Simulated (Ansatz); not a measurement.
# As (diamond type): how the settings move a single-point run

How sensitive is a single-point run of As (diamond type) to its settings? A reference run comes first, then one run with altered input.

Program: Ansatz 0.2.0. Level of theory: reference: DFT, LDA, PAW with Ansatz's default frozen-core files, scalar-relativistic. These are calculated values, not measurements.

2 further runs of the same task are left out: 2 that didn't finish. Runs told in other sessions of the task aren't counted.

**1. The structure to begin with**

The structure is cubic, space group Fd-3m (No. 227). Conventional cell: a = 4.883 Å, b = 4.883 Å, c = 4.883 Å, α = 90.00°, β = 90.00°, γ = 90.00°. As (site symmetry -43m) is surrounded by 4 As at 2.11 Å.

Coordinates:

```xyz
2
Lattice="0.0000 2.4413 2.4413 2.4413 0.0000 2.4413 2.4413 2.4413 0.0000" Properties=species:S:1:pos:R:3 pbc="T T T"
As   -0.6103   -0.6103   -0.6103
As    0.6103    0.6103    0.6103
```

**2. The reference run**

Input file input.yaml:

```yaml
crystal:
  lattice:
    - [0.0, 2.4412652003, 2.4412652003]
    - [2.4412652003, 0.0, 2.4412652003]
    - [2.4412652003, 2.4412652003, 0.0]
  atoms:
    - { symbol: As, position: [-0.125, -0.125, -0.125] }
    - { symbol: As, position: [0.125, 0.125, 0.125] }
kpoints:
  mp_grid: { grid: [13, 13, 13] }
scf:
  occupations: { method: fermi_dirac, width: 0.05 }
hamiltonian:
  xc: lda
  pseudopotentials: { kind: paw }
output:
  forces: true
  stress: true
  eigenvalues: true
  populations: true
  write_density: true
  write_potential: true
  elf: true
  volumetric_format: npy
```

Started as:

```sh
ansatz run input.yaml --threads 1 --pin off --max-ram 2048MiB --backend cpu --events-out ev --progress --plain --runs-dir out
```

**3. Variant: occupations.method tetrahedron, width left out**

input.yaml: that of step 2 with these lines changed.

```diff
@@ -11,3 +11,3 @@
 scf:
-  occupations: { method: fermi_dirac, width: 0.05 }
+  occupations: { method: tetrahedron }
 hamiltonian:
@@ -20,5 +20 @@
   populations: true
-  write_density: true
-  write_potential: true
-  elf: true
-  volumetric_format: npy
```

Q: Predict the outcome of this session. Wanted: for each run, ending; energy change; pressure; gap; force.

**Answer**, as computed:

| run | ending | energy change | pressure (GPa) | gap (eV) | force (eV/Å) | cycles | time |
| --- | --- | --- | --- | --- | --- | --- | --- |
| reference | converged | 0 | 100.7 | 0.00 | 0.00 | 6 | 3.6 s |
| 1: occupations.method tetrahedron, width left out | converged | -1.1 meV/atom (σ→0) | 101.0 | 0.00 | 0.00 | 6 | 2.8 s |

Times don't compare one to one where runs were asked for different outputs or read a saved state (see the inputs); cycles may leave out searches for a lower state.

Residual by cycle in the longest SCF loop of each run; runs are numbered as in the table. The quantity is the density residual dr2, in eV.

| cycle | reference | run 1 |
| --- | --- | --- |
| 1 | 0.00667 | 0.00702 |
| 2 | 0.00268 | 0.00279 |
| 3 | 5.7e-5 | 5.4e-5 |
| 4 | 4.1e-6 | 3.0e-6 |
| 5 | 3.3e-7 | 2.0e-7 |
| 6 | 7.5e-8 | 4.6e-8 |

Changing the smearing moves the energy by -1.1 meV/atom (σ→0 values). Semilocal functionals close small gaps, so the missing gap need not be the real solid's. The structure is not at rest: the sound run finds 101 GPa, so these are no properties of the relaxed crystal. 
